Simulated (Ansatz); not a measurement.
# PH6NO4: the cost of one run

Computed with Ansatz 0.2.0 (DFT, PBE, plane-wave PAW, default files, scalar-relativistic, as far as a step names no other, unless a step's input says otherwise).

## Step 1: The system as given

It takes space group Fdd2 (No. 43, orthorhombic). Conventional cell: a = 10.592 Å, b = 10.687 Å, c = 7.752 Å, α = 90.00°, β = 90.00°, γ = 90.00°. H (site symmetry 1) is surrounded by 1 N at 1.04 Å. H (site symmetry 1) is surrounded by 1 O at 1.06 Å. Around P (site symmetry 2) lie 4 O at 1.53 to 1.59 Å. N (site symmetry 2) has 4 H at 1.04 Å as nearest neighbours. O (site symmetry 1) has 1 H at 1.06 Å as nearest neighbours. O (site symmetry 1) is surrounded by 1 H at 1.43 Å and 1 P at 1.53 Å.

Coordinates:

```xyz
24
Lattice="0.0000 5.3433 3.8761 5.2961 0.0000 3.8761 5.2961 5.3433 0.0000" Properties=species:S:1:pos:R:3 pbc="T T T"
H     8.6360    8.5269    6.4087
H     5.8032    6.0269    3.2929
H     7.2524    7.5030    6.4087
H     4.7890    4.6598    3.2929
H     7.4371    8.6985    5.2310
H     5.9879    4.8314    4.4706
H     8.4513    7.3314    5.2310
H     4.6043    5.8553    4.4706
H     4.5918    2.2280    2.8840
H     6.0005    8.4586    2.8840
H     1.9437    5.7869    4.8221
H     8.6485    4.8997    4.8221
P     2.6481    2.6717    1.8672
P     5.2961    5.3433    7.6814
N     7.9442    8.0150    5.8249
N     5.2961    5.3433    3.8868
O     3.8788    3.0131    2.8128
O     5.6324    6.5999    6.8760
O     6.7135    7.6735    2.8128
O    10.2559    9.4301    6.8760
O     7.6079    3.9282    4.9379
O     6.5269   10.3452    4.7509
O     2.9844    6.7584    4.9379
O     9.3615    5.6847    4.7509
```

## Step 2: First run, atoms as given

The input, input.yaml:

```yaml
crystal:
  lattice:
    - [0.0, 5.343312, 3.876123]
    - [5.296123, 0.0, 3.876123]
    - [5.296123, 5.343312, 0.0]
  atoms:
    - { symbol: H, position: [0.809283, 0.84409, 0.786529] }
    - { symbol: H, position: [0.440854, 0.408678, 0.687071] }
    - { symbol: H, position: [0.84409, 0.809283, 0.560098] }
    - { symbol: H, position: [0.408678, 0.440854, 0.463397] }
    - { symbol: H, position: [0.786603, 0.562929, 0.841322] }
    - { symbol: H, position: [0.463471, 0.689902, 0.440717] }
    - { symbol: H, position: [0.562929, 0.786603, 0.809146] }
    - { symbol: H, position: [0.689902, 0.463471, 0.40591] }
    - { symbol: H, position: [0.147004, 0.597038, 0.269972] }
    - { symbol: H, position: [0.597038, 0.147004, 0.985986] }
    - { symbol: H, position: [0.980028, 0.264014, 0.102996] }
    - { symbol: H, position: [0.264014, 0.980028, 0.652962] }
    - { symbol: P, position: [0.240856, 0.240856, 0.259144] }
    - { symbol: P, position: [0.990856, 0.990856, 0.009144] }
    - { symbol: "N", position: [0.751381, 0.751381, 0.748619] }
    - { symbol: "N", position: [0.501381, 0.501381, 0.498619] }
    - { symbol: O, position: [0.2786, 0.447084, 0.285299] }
    - { symbol: O, position: [0.972799, 0.801135, 0.262366] }
    - { symbol: O, position: [0.447084, 0.2786, 0.989017] }
    - { symbol: O, position: [0.801135, 0.972799, 0.9637] }
    - { symbol: O, position: [0.2863, 0.987634, 0.448865] }
    - { symbol: O, position: [0.964701, 0.260983, 0.9714] }
    - { symbol: O, position: [0.987634, 0.2863, 0.277201] }
    - { symbol: O, position: [0.260983, 0.964701, 0.802916] }
kpoints:
  mp_grid: { grid: [4, 4, 4] }
scf:
  occupations: { method: fermi_dirac, width: 0.02 }
hamiltonian:
  xc: pbe
  pseudopotentials: { kind: paw }
output:
  forces: true
  stress: true
  populations: true
  efg:
    quadrupole_moments_barn: { H: 0.00285783, "N": 0.02044, O: -0.02558 }
    contact_densities: true
```

The run is started by

```bash
ansatz run input.yaml --threads 1 --pin off --max-ram 2560MiB --backend cpu --events-out ev --progress --plain --runs-dir out
```

Q: Estimate wall time and peak memory on 1 thread of Arm Neoverse V1, shared host.

About 35 s, with a peak of 0.52 GiB.
